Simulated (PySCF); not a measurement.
# InH2(iBu): geometry, NMR shifts and electronic excitations

Wanted: the NMR shifts and electronic excitations of InH2(iBu) (`[H][In]([H])[CH2]C(C)C`), by calculation.

Programs: PySCF 2.14.0, with density-fitted response routines of our own. Each step states its level of theory. These are calculated values for one molecule in the gas phase, unless marked as measured. Atoms count from 0, in the outputs and in this text.

## (1) Starting geometry

16 atoms, charge 0, multiplicity 1; geometry from: GFN2-xTB. The atoms were then displaced at random by about 0.03 Å, so the start is not that level's minimum.

Bonds of the start (Å): In0–H1 1.68, In0–H2 1.87, In0–C3 2.15, C3–C4 1.58, C3–H7 1.14, C3–H8 1.07, C4–C5 1.50, C4–C6 1.50, C4–H9 1.10, C5–H10 1.07, C5–H11 1.06, C5–H12 1.02, C6–H13 1.07, C6–H14 1.12, C6–H15 1.06.

## (2) Relaxing the molecule at PBE0-D3(BJ)/def2-SVP

The job: settings as JSON, then the geometry in Å.

```
{"job": {"xc": "PBE0", "basis": "def2-SVP", "d3": "d3bj", "grid": 1, "maxiter": 40, "shake": 0.03, "kind": "geom"}, "charge": 0, "multiplicity": 1}
In     1.064890     1.586160     1.155170
H      2.729470     1.788980     1.161330
H      0.204640     3.239950     1.071340
C     -0.018380    -0.263530     1.266150
C     -0.469080    -0.806890    -0.144800
C      0.793340    -1.036790    -0.927290
C     -1.328190     0.195220    -0.850160
H     -0.985030    -0.097340     1.843420
H      0.497140    -0.980870     1.867820
H     -1.014490    -1.743370     0.020720
H      1.308960    -0.114200    -1.061350
H      0.584890    -1.487200    -1.867480
H      1.385060    -1.697070    -0.413070
H     -0.862160     1.147900    -0.989930
H     -2.265220     0.385980    -0.268240
H     -1.660180    -0.150850    -1.797200
```

On the command line:

```sh
$ OMP_NUM_THREADS=1 python probes_run.py task.json out
```

The driver reads the jobs from task.json and runs them one after another.

Output:

```text
step   0  E = -348.81717516  max force = 0.055973
step   1  E = -348.83668611  max force = 0.010458
step   2  E = -348.83754701  max force = 0.003040
step   3  E = -348.83770003  max force = 0.001090
step   4  E = -348.83773892  max force = 0.000594
step   5  E = -348.83776024  max force = 0.000503
step   6  E = -348.83777100  max force = 0.000407
optimisation converged
```

Wall time 2.4 min (1 thread of AMD EPYC, shared host); peak memory 0.59 GiB.

Step by step:

| step | energy from step 0 (eV) | largest force component (eV/Å) |
| --- | --- | --- |
| 0 | 0.0000 | 2.8782 |
| 1 | -0.5309 | 0.5378 |
| 2 | -0.5543 | 0.1563 |
| 3 | -0.5585 | 0.0561 |
| 4 | -0.5596 | 0.0305 |
| 5 | -0.5601 | 0.0259 |
| 6 | -0.5604 | 0.0209 |

Distances of close pairs at the start and the end, largest changes first:

| bond | before (Å) | after (Å) | change (Å) |
| --- | --- | --- | --- |
| In0–H2 | 1.866 | 1.743 | -0.123 |
| C5–H12 | 1.025 | 1.101 | +0.076 |
| In0–H1 | 1.677 | 1.743 | +0.066 |
| C3–C4 | 1.578 | 1.530 | -0.048 |
| In0–C3 | 2.146 | 2.191 | +0.045 |
| C5–H10 | 1.065 | 1.106 | +0.041 |
| C6–H15 | 1.062 | 1.101 | +0.040 |
| C5–H11 | 1.063 | 1.101 | +0.038 |

The end geometry stands in the next job.

| at the end point | value |
| --- | --- |
| rotational constants (GHz, main isotopes) | 5.139, 1.314, 1.243 |
| dipole moment (D) | 1.19 |

## (3) Shielding tensors: PBE0/def2-TZVP+pcSseg-1

The job: settings as JSON, then the geometry in Å.

```
{"job": {"kind": "nmr", "xc": "PBE0", "basis": {"default": "pcSseg-1", "In": "def2-TZVP"}}, "charge": 0, "multiplicity": 1}
In     1.030092     1.676455     1.215799
H      2.772312     1.689883     1.247628
H      0.197067     3.206754     1.185702
C     -0.082058    -0.210447     1.272193
C     -0.442796    -0.752020    -0.112400
C      0.798863    -1.062291    -0.940733
C     -1.380056     0.187693    -0.862278
H     -0.994761    -0.037839     1.866368
H      0.534137    -0.939493     1.823428
H     -0.986008    -1.707085     0.029489
H      1.368216    -0.140691    -1.164830
H      0.539530    -1.525268    -1.905690
H      1.480683    -1.743277    -0.408963
H     -0.891818     1.158225    -1.067576
H     -2.290015     0.399926    -0.280010
H     -1.687729    -0.234445    -1.831698
```

Method: GIAO PBE0/pcSseg-1 In:def2-TZVP NMR shielding, scalar relativity only through core potentials, gas phase.

Output:

```text
coarse grid: 56000 points
cycle   1  E = -348.0302740728  dE = -3.177e+01  |g| = 2.039e+00  |ddm| = 4.530e+01
cycle   2  E = -347.2087448852  dE =  8.215e-01  |g| = 3.342e+00  |ddm| = 7.954e+00
cycle   3  E = -348.9202347512  dE = -1.711e+00  |g| = 1.337e-01  |ddm| = 3.242e+00
cycle   4  E = -348.9240399757  dE = -3.805e-03  |g| = 6.284e-02  |ddm| = 2.846e-01
cycle   5  E = -348.9249956912  dE = -9.557e-04  |g| = 1.297e-02  |ddm| = 7.453e-02
cycle   6  E = -348.9250360066  dE = -4.032e-05  |g| = 3.779e-03  |ddm| = 1.660e-02
cycle   7  E = -348.9250392858  dE = -3.279e-06  |g| = 1.392e-03  |ddm| = 5.601e-03
final grid: 117968 points
cycle   8  E = -348.9251038248  dE =  3.164e-07  |g| = 1.919e-03  |ddm| = 4.394e-03
cycle   9  E = -348.9251027010  dE =  1.124e-06  |g| = 2.822e-03  |ddm| = 4.800e-03
cycle  10  E = -348.9251047801  dE = -2.079e-06  |g| = 1.297e-04  |ddm| = 2.915e-03
cycle  11  E = -348.9251047838  dE = -3.701e-09  |g| = 1.452e-05  |ddm| = 1.079e-04
cycle  12  E = -348.9251047838  dE = -5.014e-11  |g| = 4.416e-06  |ddm| = 1.797e-05
converged SCF energy = -348.9251047838

GIAO shielding tensors (ppm)
atom      isotropic    diamagn.    paramagn.     s11        s22        s33       span
  0 In         nan         nan         nan        nan        nan        nan        nan
  1 H       24.476      27.090      -2.614     17.181     19.865     36.381     19.200
  2 H       24.456      27.110      -2.654     17.208     19.863     36.297     19.089
  3 C      150.935     246.939     -96.004    111.502    149.878    191.425     79.923
  4 C      151.124     244.320     -93.196    139.895    153.284    160.193     20.298
  5 C      152.580     249.052     -96.472    135.327    141.952    180.462     45.135
  6 C      153.141     248.924     -95.783    136.966    141.790    180.667     43.701
  7 H       29.870      30.204      -0.334     25.562     28.183     35.865     10.303
  8 H       29.760      30.207      -0.447     25.370     28.217     35.693     10.323
  9 H       29.136      30.775      -1.639     25.485     26.369     35.553     10.068
 10 H       31.141      31.377      -0.236     27.278     31.791     34.354      7.076
 11 H       29.998      29.974       0.024     25.715     27.238     37.040     11.325
 12 H       29.698      30.360      -0.662     25.947     27.355     35.791      9.844
 13 H       30.960      31.301      -0.341     26.958     31.672     34.250      7.292
 14 H       29.701      30.300      -0.600     25.995     27.255     35.853      9.858
 15 H       30.021      29.970       0.051     25.743     27.306     37.014     11.271
```

Run time: 61 s. Hardware: 1 thread of AMD EPYC, shared host; peak memory 1 GiB.

Shifts follow as δ = σ(reference) − σ, with reference shieldings (ppm) from runs at the same level and on the same kind of geometry: ¹H TMS 31.27, ¹³C TMS 184.4. The references are single molecules in the gas phase. Atoms listed in one row are averaged.

| atoms | environment | σ (ppm) | δ (ppm) |
| --- | --- | --- | --- |
| C3 | carbon bonded to C, In, 2 H | 150.9 | 33.5 |
| C4 | carbon bonded to 3 C, H | 151.1 | 33.3 |
| C5, C6 | carbon bonded to C, 3 H | 152.9 | 31.5 |
| H1, H2 | hydrogen on a In bonded to C | 24.47 | 6.80 |
| H9 | hydrogen on a carbon bonded to 3 C | 29.14 | 2.13 |
| H7, H8 | hydrogen on a carbon bonded to C, In | 29.82 | 1.45 |
| H10, H11, H12, H13, H14, H15 | hydrogen on a carbon bonded to C | 30.25 | 1.01 |

Atoms past Kr carry core potentials, so their printed shieldings have no meaning and are left out of the table.

Charges from the same density, by scheme (e):

| atoms | Mulliken | ESP fit |
| --- | --- | --- |
| In0 | 0.39 | 0.79 |
| C3 | -0.42 | -0.53 |
| C4 | -0.36 | 0.51 |
| C5, C6 | -0.24 | -0.59 |

Mayer bond orders: In0–C3 0.91, C3–C4 1.04, C4–C5 1.02, C4–C6 1.02.

With diffuse functions Mulliken charges and Mayer bond orders lose their meaning; the other schemes are steadier.

The fields below are evaluated on a grid from the run's orbitals.

Frontier orbitals at PBE0/def2-TZVP+pcSseg-1, with the share of their density that lies nearest to each atom:

| orbital | energy (eV) | lies on |
| --- | --- | --- |
| HOMO | -7.06 | C3 35 %; In0 15 %; H1, H2 about 11 % each |
| LUMO | -1.55 | In0 43 %; H1, H2 about 15 % each; H10, H13 about 7 % each |

ELF in a plane through or near 4 of the atoms.

Ten even steps from '0' (0.00) to '9' (1.00):
```
0000000000000000000000000000
0000000000000000000000000000
0000000000000000000000000000
0000001100000000000000000000
0000589994000001210000000000
0004999997000123322420000000
0018999998102787479994000000
0017999985202898289997000000
0002564222100466579983000000
0000222475210002322210000000
0001332465210012311000000000
0015886322100466578961000000
0039999984103996299995000000
0029999996003776489994000000
0005999994000124424630000000
0000589861000013310000000000
0000000000000000000000000000
0000000000000000000000000000
0000000000000000000000000000
0000000000000000000000000000
```
The map spans 11.4 Å across and 9.6 Å up, centred on the molecule. Atoms in the plane (x, y in Å): H1 (-3.1, -1.4), H2 (-2.9, 1.6), H11 (1.9, -1.3), H15 (2.0, 1.2).

log10 of the density (e/Å³) in the same plane.

Values, 10 rows by 14 columns:
```
-4.0 -4.0 -4.0 -4.0 -4.0 -4.0 -4.0 -4.0 -4.0 -4.0 -4.0 -4.0 -4.0 -4.0
-4.0 -4.0 -3.4 -3.1 -3.2 -3.6 -3.6 -3.2 -2.9 -3.2 -4.0 -4.0 -4.0 -4.0
-4.0 -3.1 -2.2 -1.6 -1.8 -2.4 -2.3 -1.7 -1.4 -1.8 -2.5 -3.7 -4.0 -4.0
-3.7 -2.5 -1.2 -0.2 -0.5 -1.5 -1.3 -0.3  0.0 -0.2 -1.2 -2.8 -4.0 -4.0
-3.7 -2.5 -1.3 -0.5  0.1 -0.7 -1.2 -0.4  0.0 -0.2 -1.2 -2.8 -4.0 -4.0
-3.6 -2.4 -1.3 -0.4  0.8 -0.4 -1.3 -0.8 -0.5 -1.0 -1.9 -3.1 -4.0 -4.0
-3.5 -2.3 -1.0  0.1 -0.5 -1.3 -1.1  0.0  0.5  0.3 -1.1 -2.8 -4.0 -4.0
-3.9 -2.7 -1.7 -1.1 -1.4 -2.2 -1.8 -1.0 -0.7 -1.1 -1.9 -3.3 -4.0 -4.0
-4.0 -3.7 -2.9 -2.7 -2.8 -3.3 -3.0 -2.3 -2.1 -2.6 -3.3 -4.0 -4.0 -4.0
-4.0 -4.0 -4.0 -4.0 -4.0 -4.0 -4.0 -4.0 -3.9 -4.0 -4.0 -4.0 -4.0 -4.0
```
The map spans 11.4 Å across and 9.6 Å up, centred on the molecule. Atoms in the plane (x, y in Å): H1 (-3.1, -1.4), H2 (-2.9, 1.6), H11 (1.9, -1.3), H15 (2.0, 1.2).

On the surface of density 0.002 e/bohr³ the electrostatic potential runs, from the 1st to the 99th percentile, from -0.60 to 2.47 V.

## (4) Excited states and response: B3LYP/def2-SVPD

The job, as its differences from that of step 3:

```diff
@@ -1,2 +1,2 @@
-{"job": {"kind": "nmr", "xc": "PBE0", "basis": {"default": "pcSseg-1", "In": "def2-TZVP"}}, "charge": 0, "multiplicity": 1}
+{"job": {"kind": "uv", "xc": "B3LYP", "basis": "def2-SVPD", "ip": true, "nstates": 10}, "charge": 0, "multiplicity": 1}
 In     1.030092     1.676455     1.215799
```

Method: TDDFT B3LYP/def2-SVPD, vertical, gas phase, core orbitals frozen in the response.

Output:

```text
coarse grid: 56000 points
cycle   1  E = -347.8388487705  dE = -2.025e+01  |g| = 2.201e+00  |ddm| = 1.677e+01
cycle   2  E = -321.5720292533  dE =  2.627e+01  |g| = 9.646e+00  |ddm| = 1.756e+02
cycle   3  E = -349.0701960862  dE = -2.750e+01  |g| = 3.695e-01  |ddm| = 1.755e+02
cycle   4  E = -349.0873670032  dE = -1.717e-02  |g| = 2.609e-01  |ddm| = 1.299e+00
cycle   5  E = -349.1062772030  dE = -1.891e-02  |g| = 5.979e-02  |ddm| = 5.065e-01
cycle   6  E = -349.1071689853  dE = -8.918e-04  |g| = 2.290e-02  |ddm| = 1.157e-01
cycle   7  E = -349.1072997666  dE = -1.308e-04  |g| = 6.558e-03  |ddm| = 4.227e-02
cycle   8  E = -349.1073118048  dE = -1.204e-05  |g| = 1.040e-03  |ddm| = 1.277e-02
cycle   9  E = -349.1073121146  dE = -3.098e-07  |g| = 3.750e-04  |ddm| = 2.572e-03
final grid: 117968 points
cycle  10  E = -349.1073565856  dE = -3.066e-07  |g| = 4.778e-04  |ddm| = 1.488e-02
cycle  11  E = -349.1073565489  dE =  3.668e-08  |g| = 6.156e-04  |ddm| = 1.727e-03
cycle  12  E = -349.1073566429  dE = -9.403e-08  |g| = 3.323e-05  |ddm| = 8.349e-04
cycle  13  E = -349.1073566432  dE = -2.925e-10  |g| = 8.495e-06  |ddm| = 1.091e-04
converged SCF energy = -349.1073566432

Static polarisability (au): isotropic 90.865, principal 77.004 90.647 104.943

Singlet excitations
state   eV       nm        f      main configurations
  1   4.0420    306.7   0.00005   H->L 1.00
  2   4.6836    264.7   0.00004   H-1->L 1.00
  3   6.2457    198.5   0.00447   H->L+2 0.93
  4   6.4207    193.1   0.17058   H->L+1 0.66, H-2->L 0.25
  5   6.5436    189.5   0.07537   H-2->L 0.74, H->L+1 0.20
  6   6.5700    188.7   0.00048   H-3->L 0.99
  7   6.9077    179.5   0.00133   H-4->L 0.78, H->L+3 0.20
  8   6.9577    178.2   0.07396   H->L+3 0.75, H-4->L 0.18
  9   6.9668    178.0   0.09630   H-1->L+2 0.97
 10   7.0453    176.0   0.10748   H-1->L+1 0.81, H-1->L+3 0.09

Triplet excitations (Tamm-Dancoff, eV): 3.7785 4.3126 5.2950 5.8020
Vertical ionisation energy (delta-SCF) = 8.9505 eV
Vertical electron affinity (delta-SCF) = 0.0861 eV
```

Run time: 4.4 min. Hardware: 1 thread of AMD EPYC, shared host; peak memory 0.99 GiB.

The orbitals next to the gap, with their largest atomic shares:

| orbital | eV | atoms |
| --- | --- | --- |
| HOMO−3 | -9.24 | C4 22 %, C6 20 %, C5 20 % |
| HOMO−2 | -9.18 | C3 26 %, C4 22 %, C6 12 % |
| HOMO−1 | -7.57 | In0 40 %, H1 27 %, H2 27 % |
| HOMO | -6.89 | C3 35 %, In0 23 %, C4 10 % |
| LUMO | -1.82 | In0 64 %, H1 8 %, H2 8 % |
| LUMO+1 | 0.04 | In0 37 %, H2 16 %, H1 16 % |
| LUMO+2 | 0.15 | In0 53 %, C6 4 %, C5 4 % |

With each of the 10 states as a Gaussian band of 0.4 eV half-width at 1/e, the curve within the window shown has maxima at 182 nm (ε 14,000) L/(mol cm). Beyond the last state computed it falls off for lack of states. The curve at chosen wavelengths:

(nm, ε (L/mol/cm)): (169, 5348), (177, 12712), (184, 13651), (192, 11916), (200, 7102), (207, 2848), (215, 619), (222, 115), (230, 13), (238, 1), (245, 1), (253, 1), (261, 2), (268, 2), (276, 2), (284, 2), (291, 2), (299, 2), (307, 2), (314, 2), (322, 2), (329, 1), (337, 1), (345, 1), (352, 0), (360, 0)

Leading natural transition orbitals of singlet state 4: the hole lies on C3 35 %; In0 15 %; H1, H2, H9 about 10 % each; the particle on H1, H2 about 24 % each; In0 23 %; C3 6 %.

Leading natural transition orbitals of singlet state 1: the hole lies on C3 36 %; In0 15 %; H1, H2 about 12 % each; the particle on In0 46 %; H1, H2 about 15 % each; H10, H13 about 7 % each.

Further results of this job:

| property | computed |
| --- | --- |
| dipole moment (D) | 1.30 |
| polarisability (Å³) | 13.46 |
| HOMO–LUMO gap (eV) | 5.07 |
| −ε(HOMO) (eV) | 6.89 |

## (5) NMR shieldings: KT2/def2-TZVP+pcSseg-1

The job, as its differences from that of step 4:

```diff
@@ -1,2 +1,2 @@
-{"job": {"kind": "uv", "xc": "B3LYP", "basis": "def2-SVPD", "ip": true, "nstates": 10}, "charge": 0, "multiplicity": 1}
+{"job": {"kind": "nmr", "xc": "KT2", "basis": {"default": "pcSseg-1", "In": "def2-TZVP"}, "pop": false}, "charge": 0, "multiplicity": 1}
 In     1.030092     1.676455     1.215799
```

Method: GIAO KT2/pcSseg-1 In:def2-TZVP NMR shielding, scalar relativity only through core potentials, gas phase.

Output:

```text
coarse grid: 56000 points
cycle   1  E = -351.8825155263  dE = -3.142e+01  |g| = 2.252e+00  |ddm| = 4.395e+01
cycle   2  E = -333.9316084211  dE =  1.795e+01  |g| = 9.602e+00  |ddm| = 1.764e+01
cycle   3  E = -352.8825386331  dE = -1.895e+01  |g| = 8.876e-01  |ddm| = 1.516e+01
cycle   4  E = -352.9666231729  dE = -8.408e-02  |g| = 5.165e-01  |ddm| = 1.296e+00
cycle   5  E = -353.0392712113  dE = -7.265e-02  |g| = 9.678e-02  |ddm| = 6.560e-01
cycle   6  E = -353.0406304822  dE = -1.359e-03  |g| = 7.013e-02  |ddm| = 1.982e-01
cycle   7  E = -353.0418945552  dE = -1.264e-03  |g| = 1.017e-02  |ddm| = 8.310e-02
cycle   8  E = -353.0419295725  dE = -3.502e-05  |g| = 3.539e-03  |ddm| = 1.903e-02
cycle   9  E = -353.0419326039  dE = -3.031e-06  |g| = 6.395e-04  |ddm| = 3.999e-03
final grid: 117968 points
cycle  10  E = -353.0420135200  dE = -1.259e-07  |g| = 9.175e-04  |ddm| = 3.988e-03
cycle  11  E = -353.0420132764  dE =  2.436e-07  |g| = 1.368e-03  |ddm| = 2.163e-03
cycle  12  E = -353.0420137173  dE = -4.409e-07  |g| = 1.218e-04  |ddm| = 1.273e-03
cycle  13  E = -353.0420137209  dE = -3.649e-09  |g| = 2.568e-05  |ddm| = 1.658e-04
cycle  14  E = -353.0420137211  dE = -1.880e-10  |g| = 7.813e-06  |ddm| = 4.336e-05
converged SCF energy = -353.0420137211

GIAO shielding tensors (ppm)
atom      isotropic    diamagn.    paramagn.     s11        s22        s33       span
  0 In         nan         nan         nan        nan        nan        nan        nan
  1 H       23.907      27.124      -3.217     16.697     19.721     35.304     18.607
  2 H       23.882      27.148      -3.266     16.720     19.707     35.219     18.499
  3 C      144.928     248.951    -104.022    100.975    147.000    186.810     85.834
  4 C      145.113     246.333    -101.220    131.125    148.475    155.738     24.613
  5 C      149.931     249.968    -100.037    131.009    139.433    179.351     48.342
  6 C      150.554     249.859     -99.305    132.826    139.283    179.553     46.727
  7 H       29.481      30.310      -0.829     25.403     28.055     34.986      9.583
  8 H       29.359      30.310      -0.950     25.199     28.097     34.782      9.584
  9 H       28.818      30.867      -2.049     25.414     26.262     34.777      9.364
 10 H       31.008      31.676      -0.668     27.434     31.639     33.949      6.515
 11 H       29.832      29.986      -0.154     25.776     27.184     36.535     10.759
 12 H       29.451      30.471      -1.020     26.010     27.176     35.167      9.157
 13 H       30.816      31.616      -0.800     27.103     31.517     33.828      6.725
 14 H       29.460      30.412      -0.952     26.069     27.080     35.232      9.163
 15 H       29.857      29.987      -0.130     25.810     27.255     36.506     10.696
```

It took 76 s on 1 thread of AMD EPYC, shared host; peak memory 1.1 GiB.

In short: δ C3 38.3, C4 38.1, C5 33.0, H1 7.28, H9 2.36 ppm (means over like atoms).

## (6) Comparing the runs: NMR shifts

Shifts (ppm), means over like atoms, with basis size and wall time:

| run | C3 | C4 | C5 | H1 | H9 | H7 | H10 | functions | time |
| --- | --- | --- | --- | --- | --- | --- | --- | --- | --- |
| PBE0/def2-TZVP+pcSseg-1 | 33.5 | 33.3 | 31.5 | 6.80 | 2.13 | 1.45 | 1.01 | 173 | 61 s |
| KT2/def2-TZVP+pcSseg-1 | 38.3 | 38.1 | 33.0 | 7.28 | 2.36 | 1.76 | 1.11 | 173 | 76 s |

## (7) Results

```
                                                                         quantity                        value
                                             rotational constants (main isotopes)         5.14, 1.31, 1.24 GHz
¹³C shifts against TMS (PBE0/def2-TZVP+pcSseg-1, means over atoms taken as alike)         33.5, 33.3, 31.5 ppm
 ¹H shifts against TMS (PBE0/def2-TZVP+pcSseg-1, means over atoms taken as alike)   6.80, 2.13, 1.45, 1.01 ppm
                                            surface potential, 1st and 99th percentile           -0.60 V and 2.47 V
                                                 lowest singlet (B3LYP/def2-SVPD)  4.04 eV (307 nm), f = 0.000
                                         brightest single state of those computed  state 4, 6.42 eV, f = 0.171
                                                                   lowest triplet                      3.78 eV
                                                vertical ionisation energy (ΔSCF)                      8.95 eV
                                                vertical electron affinity (ΔSCF)                      0.09 eV
                                                         range of the shift of C4             33.3 to 38.1 ppm
```

**Reading.** The start was shaken at random, so part of the energy gained undoes that. Over 6 steps the energy fell by 0.560 eV; of the close pairs, In0–H2 changed most, 1.866 to 1.743 Å. At PBE0/def2-TZVP+pcSseg-1: The widest tensor belongs to C3: span 80 ppm, with a paramagnetic part of -96 ppm. At PBE0/def2-TZVP+pcSseg-1, counted by nearest atom on the grid, the HOMO lies on C3 35 %; In0 15 %, the LUMO on In0 43 %; H1, H2 about 15 % each. The first singlet state (HOMO→LUMO 1.00) lies at 4.04 eV and is dark; of the 10 states computed, the strongest absorption comes from state 4 at 6.42 eV (the last state computed is bright too, and its partners may lie past the list). The lowest triplet lies 0.26 eV below the lowest singlet (triplets in Tamm-Dancoff, singlets in full TDDFT). Spin-orbit coupling, left out, mixes singlets and triplets in elements this heavy. ΔSCF puts the ionisation energy at 8.95 eV, 2.06 eV above −ε(HOMO). In ppm, C4 moves most: its shift spreads over 4.8 ppm, from 33.3 (PBE0/def2-TZVP+pcSseg-1) to 38.1 (KT2/def2-TZVP+pcSseg-1). Spin-orbit coupling is left out, which matters for shieldings and couplings at and beside the heavy atoms.
